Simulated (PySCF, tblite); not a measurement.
**C₃H₇FGeSe: geometry, infrared bands and NMR shifts**

What infrared bands and NMR shifts should C₃H₇FGeSe (`C[C@]1(F)[GeH2][CH2][Se]1`) show?

The runs use tblite 0.8.0 and PySCF 2.14.0, with density-fitted response routines of our own; the level of theory stands in each step. All values are computed, except where a source is named. Atoms are numbered from 0 throughout.

## 1. The molecule as given

13 atoms, charge 0, multiplicity 1; geometry from: force field or distance geometry start.

Bonds of the start (Å): C0–C1 1.51, C1–F2 1.38, C1–Ge3 1.93, Ge3–C4 1.97, C4–Se5 1.95, Se5–C1 1.96, C0–H6 1.11, C0–H7 1.11, C0–H8 1.10, Ge3–H9 1.53, Ge3–H10 1.54, C4–H11 1.10, C4–H12 1.11.

## 2. Relaxing the molecule with GFN2-xTB

Job settings and geometry (Å):

```
{"job": {"kind": "relax", "xc": "GFN2-xTB", "basis": "xTB"}, "charge": 0, "multiplicity": 1}
C      1.981500     0.275100    -0.017900
C      0.629200    -0.318100    -0.315000
F      0.595200    -1.118700    -1.440600
Ge    -0.905500     0.844200    -0.189700
C     -1.881300    -0.754400     0.430600
Se    -0.174700    -1.339200     1.158800
H      2.122300     0.348700     1.076500
H      2.743900    -0.387400    -0.481300
H      2.138200     1.271400    -0.457200
H     -1.529400     1.307800    -1.501800
H     -0.894800     1.868800     0.964400
H     -2.674200    -0.560500     1.161700
H     -2.155000    -1.437300    -0.406100
```

Started as:

```console
$ OMP_NUM_THREADS=1 python probes_run.py task.json out
```

The driver reads the jobs from task.json and runs them one after another.

Output:

```text
step      E/eV     max force
  0    -537.81482    2.080
  1    -537.94784    1.174
  2    -538.05991    0.621
  3    -538.09739    0.568
  4    -538.13576    0.464
  5    -538.15779    0.418
  6    -538.17757    0.346
  7    -538.19139    0.292
  8    -538.20298    0.263
  9    -538.21099    0.208
 10    -538.21691    0.222
 11    -538.22154    0.203
 12    -538.22529    0.171
 13    -538.22866    0.191
 14    -538.23175    0.153
 15    -538.23442    0.164
 16    -538.23680    0.149
 17    -538.23934    0.168
 18    -538.24252    0.164
 19    -538.24625    0.211
 20    -538.25022    0.196
 21    -538.25493    0.228
 22    -538.26098    0.304
 23    -538.26827    0.298
 24    -538.27611    0.257
 25    -538.28246    0.191
 26    -538.28588    0.113
 27    -538.28756    0.099
 28    -538.28888    0.085
 29    -538.29025    0.094
 30    -538.29159    0.083
 31    -538.29295    0.111
 32    -538.29435    0.106
 33    -538.29612    0.108
 34    -538.29746    0.101
 35    -538.29884    0.091
 36    -538.29995    0.082
 37    -538.30084    0.066
 38    -538.30146    0.076
 39    -538.30205    0.083
 40    -538.30277    0.074
 41    -538.30363    0.082
 42    -538.30458    0.084
 43    -538.30556    0.089
 44    -538.30649    0.099
 45    -538.30735    0.081
 46    -538.30815    0.078
 47    -538.30889    0.073
 48    -538.30952    0.096
 49    -538.31005    0.076
 50    -538.31039    0.036
 51    -538.31058    0.035
 52    -538.31078    0.043
 53    -538.31101    0.051
 54    -538.31120    0.032
 55    -538.31131    0.024
 56    -538.31140    0.021
 57    -538.31149    0.033
 58    -538.31158    0.028
 59    -538.31164    0.014
 60    -538.31167    0.012
 61    -538.31169    0.018
 62    -538.31172    0.025
 63    -538.31177    0.028
 64    -538.31183    0.020
 65    -538.31187    0.011
 66    -538.31188    0.009
```

Run time: 0.68 s. Hardware: 1 thread of Arm Neoverse N1, shared host; peak memory 0.18 GiB.

The steps of the relaxation: (not every step is listed)

```
step  energy from step 0 (eV)  largest force (eV/Å)
   0                   0.0000                2.0802
   1                  -0.1330                1.1744
   2                  -0.2451                0.6208
   3                  -0.2826                0.5681
   4                  -0.3209                0.4643
   5                  -0.3430                0.4179
   6                  -0.3627                0.3463
   7                  -0.3766                0.2916
   8                  -0.3882                0.2633
  13                  -0.4138                0.1909
  18                  -0.4277                0.1639
  23                  -0.4534                0.2979
  28                  -0.4741                0.0851
  33                  -0.4813                0.1083
  38                  -0.4866                0.0761
  43                  -0.4907                0.0893
  48                  -0.4947                0.0956
  53                  -0.4962                0.0506
  58                  -0.4968                0.0276
  61                  -0.4969                0.0177
  62                  -0.4969                0.0248
  63                  -0.4969                0.0277
  64                  -0.4970                0.0202
  65                  -0.4970                0.0106
  66                  -0.4971                0.0095
```

Distances of close pairs at the start and the end, largest changes first:

```csv
bond,before (Å),after (Å),change (Å)
Ge3–Se5,2.668,2.899,+0.230
C1–Ge3,1.929,2.012,+0.083
C1–Se5,1.965,2.013,+0.048
C4–Se5,1.945,1.988,+0.043
Ge3–H10,1.543,1.507,-0.036
C4–H12,1.114,1.089,-0.025
C0–H7,1.111,1.090,-0.021
C0–H6,1.106,1.088,-0.018
```

The next job starts from the end point, and lists it.

## 3. Vibrational analysis with GFN2-xTB

Job settings and geometry (Å):

```
{"job": {"kind": "ir", "xc": "GFN2-xTB", "basis": "xTB"}, "charge": 0, "multiplicity": 1}
C      1.997200     0.244910     0.064735
C      0.647479    -0.242366    -0.391253
F      0.744910    -0.705230    -1.694182
Ge    -1.035130     0.850134    -0.241690
C     -1.864474    -0.792102     0.510143
Se    -0.120568    -1.719242     0.740209
H      1.917126     0.641749     1.074701
H      2.722535    -0.569295     0.056386
H      2.344803     1.031204    -0.605400
H     -1.571569     1.341179    -1.563054
H     -0.919497     1.979780     0.749744
H     -2.379080    -0.705318     1.464715
H     -2.488122    -1.354917    -0.182781
```

Output:

```text
mode    cm-1     km/mol
  1      47.0      1.77
  2     156.7      1.04
  3     194.1      0.29
  4     208.9      2.75
  5     234.8      7.37
  6     259.6      1.68
  7     285.9      5.68
  8     411.3     32.16
  9     483.5      6.55
 10     520.9     25.24
 11     525.1     17.36
 12     578.3     94.79
 13     597.3      0.76
 14     611.5     73.25
 15     717.9     42.52
 16     770.8    204.09
 17     882.4     78.90
 18     941.4      8.85
 19    1052.0     17.17
 20    1053.8     30.88
 21    1082.8     54.93
 22    1127.4     14.78
 23    1389.5     13.45
 24    1402.6      1.34
 25    1457.9      2.31
 26    1469.9      7.18
 27    1897.0    302.43
 28    1989.6    466.53
 29    2968.7      9.41
 30    2983.3     10.43
 31    2999.9     15.27
 32    3005.0     10.29
 33    3026.6     17.41
```

Run time: 0.65 s. Hardware: 1 thread of Arm Neoverse N1, shared host; peak memory 0.18 GiB.

Which atoms move in the most intense modes:

```
cm⁻¹  km/mol                                  atoms
 578    94.8             H10 31 %, H9 30 %, C4 24 %
 612    73.2                       C4 47 %, C1 18 %
 718    42.5  H11 30 %, H12 28 %, C4 25 %, H10 11 %
 771   204.1                      H10 50 %, H9 46 %
 882    78.9              F2 35 %, C1 31 %, H6 18 %
1083    54.9              C1 43 %, H6 27 %, C0 17 %
1897   302.4                      H9 56 %, H10 43 %
1990   466.5                      H10 56 %, H9 43 %
```

## 4. Shielding tensors: PBE0/pcSseg-1

The job, as its differences from that of step 3:

```diff
@@ -1,2 +1,2 @@
-{"job": {"kind": "ir", "xc": "GFN2-xTB", "basis": "xTB"}, "charge": 0, "multiplicity": 1}
+{"job": {"kind": "nmr", "xc": "PBE0", "basis": "pcSseg-1"}, "charge": 0, "multiplicity": 1}
 C      1.997200     0.244910     0.064735
```

Level: GIAO PBE0/pcSseg-1 NMR shielding, non-relativistic, gas phase.

Output:

```text
coarse grid: 52896 points
cycle   1  E = -4695.5244378145  dE = -1.140e+00  |g| = 1.169e+00  |ddm| = 3.532e+00
cycle   2  E = -4695.4617123745  dE =  6.273e-02  |g| = 1.185e+00  |ddm| = 1.140e+00
cycle   3  E = -4695.6128873820  dE = -1.512e-01  |g| = 2.470e-01  |ddm| = 8.167e-01
cycle   4  E = -4695.6219376062  dE = -9.050e-03  |g| = 8.342e-02  |ddm| = 1.985e-01
cycle   5  E = -4695.6230423481  dE = -1.105e-03  |g| = 1.593e-02  |ddm| = 6.621e-02
cycle   6  E = -4695.6230847187  dE = -4.237e-05  |g| = 4.639e-03  |ddm| = 1.678e-02
cycle   7  E = -4695.6230897119  dE = -4.993e-06  |g| = 1.576e-03  |ddm| = 5.900e-03
final grid: 108944 points
cycle   8  E = -4695.6230260371  dE =  5.789e-07  |g| = 2.263e-03  |ddm| = 3.813e-03
cycle   9  E = -4695.6230242448  dE =  1.792e-06  |g| = 3.529e-03  |ddm| = 5.522e-03
cycle  10  E = -4695.6230270719  dE = -2.827e-06  |g| = 2.504e-04  |ddm| = 3.582e-03
cycle  11  E = -4695.6230270845  dE = -1.258e-08  |g| = 4.113e-05  |ddm| = 1.985e-04
cycle  12  E = -4695.6230270847  dE = -2.346e-10  |g| = 6.712e-06  |ddm| = 3.024e-05
converged SCF energy = -4695.6230270847

GIAO shielding tensors (ppm)
atom      isotropic    diamagn.    paramagn.     s11        s22        s33       span
  0 C      153.641     245.970     -92.329    131.943    146.653    182.326     50.383
  1 C       59.069     244.948    -185.879     27.455     58.386     91.365     63.910
  2 F      315.795     476.681    -160.886    274.208    298.958    374.219    100.011
  3 Ge    1379.169    2754.362   -1375.193   1205.320   1389.604   1542.583    337.263
  4 C      176.397     251.279     -74.881    155.392    171.281    202.519     47.127
  5 Se    1162.986    2999.479   -1836.493    537.123    895.882   2055.952   1518.829
  6 H       29.628      29.027       0.602     25.651     28.871     34.363      8.712
  7 H       29.533      28.209       1.325     25.714     27.596     35.290      9.576
  8 H       29.776      28.465       1.311     25.920     27.022     36.386     10.466
  9 H       26.256      28.322      -2.067     20.361     20.863     37.544     17.183
 10 H       26.349      28.499      -2.150     21.055     21.659     36.332     15.276
 11 H       29.401      29.629      -0.228     24.509     26.126     37.567     13.058
 12 H       28.524      29.534      -1.010     23.591     25.809     36.171     12.580
```

Wall time 56 s (1 thread of Arm Neoverse N1, shared host); peak memory 0.88 GiB.

The references, computed at this level on geometries of the same kind, shield at (ppm): 1H TMS 31.72, 13C TMS 186.9, 19F CFCl3 170.9, 77Se Me2Se 1758, 73Ge GeMe4 1331. Their shielding less the atom's gives the shift. The references are single molecules in the gas phase, so shifts against H2O, NH3, PH3, H3PO4 or CFCl3 are not on the usual liquid scales and can be off by tens of ppm. Atoms listed in one row are averaged.

| atoms | environment | σ (ppm) | δ (ppm) |
| --- | --- | --- | --- |
| C1 | fully substituted sp3 carbon bonded to F and Ge and Se | 59.1 | 127.9 |
| C0 | methyl carbon | 153.6 | 33.3 |
| C4 | sp3 CH2 bonded to Ge and Se | 176.4 | 10.5 |
| H9 | hydrogen on a germanium bonded to 2 C, in a 4-membered ring | 26.26 | 5.46 |
| H10 | hydrogen on a germanium bonded to 2 C, in a 4-membered ring | 26.35 | 5.37 |
| H12 | hydrogen on an sp3 CH2 bonded to Ge and Se | 28.52 | 3.19 |
| H11 | hydrogen on an sp3 CH2 bonded to Ge and Se | 29.40 | 2.32 |
| H6, H7, H8 | hydrogen on a methyl carbon | 29.65 | 2.07 |
| F2 | fluorine on an sp3 carbon | 315.8 | -144.8 |
| Ge3 | germanium bonded to 2 C, 2 H, in a 4-membered ring | 1379 | -48 |
| Se5 | selenium bonded to 2 C, in a 4-membered ring | 1163 | 595 |

The run also stored atomic charges by several schemes (e):

```csv
atoms,Mulliken,IAO,Hirshfeld,ESP fit
C0,-0.16,-0.43,-0.14,-0.55
C1,-0.24,0.00,0.01,0.33
F2,-0.31,-0.31,-0.12,-0.25
Ge3,0.52,0.63,0.34,0.20
C4,-0.49,-0.62,-0.18,-0.36
Se5,-0.05,0.10,0.01,-0.15
```

Mayer bond orders: C0–C1 0.99, C1–F2 0.82, C1–Ge3 0.78, Ge3–C4 0.91, C4–Se5 0.99, Se5–C1 0.98.

Ring of atoms C1, Ge3, C4, Se5: NICS(0) -2.8, NICS(1) -0.2, NICS(1)zz 8.3 ppm (means of both faces; NICS(1) differs between them: -1.5 and 1.1).

## 5. Outcome

```
                                                              quantity                             value
                             strongest single infrared mode (GFN2-xTB)             1990 cm⁻¹, 467 km/mol
                                          zero-point energy (GFN2-xTB)                     53.4 kcal/mol
                                13C shifts against TMS (PBE0/pcSseg-1)             127.9, 33.3, 10.5 ppm
1H shifts against TMS (PBE0/pcSseg-1, means over atoms taken as alike)  5.46, 5.37, 3.19, 2.32, 2.07 ppm
                              19F shifts against CFCl3 (PBE0/pcSseg-1)                        -144.8 ppm
                             73Ge shifts against GeMe4 (PBE0/pcSseg-1)                           -48 ppm
                             77Se shifts against Me2Se (PBE0/pcSseg-1)                           595 ppm
```

The optimisation took 66 steps and gained 0.497 eV; among the close pairs (by a distance rule), Ge3–Se5 changed most, from 2.668 to 2.899 Å. No mode is imaginary among the 33: a minimum at this level. The strongest single mode, at 1990 cm⁻¹, moves mainly H10 and H9. Unscaled tight-binding wavenumbers are off by several per cent, some by more. Its intensities can rank the bands wrongly. At PBE0/pcSseg-1: Shielding is most anisotropic at Se5 (span 1519 ppm, paramagnetic term -1836 ppm). Spin-orbit coupling is left out, which matters for shieldings and couplings at and beside the heavy atoms.
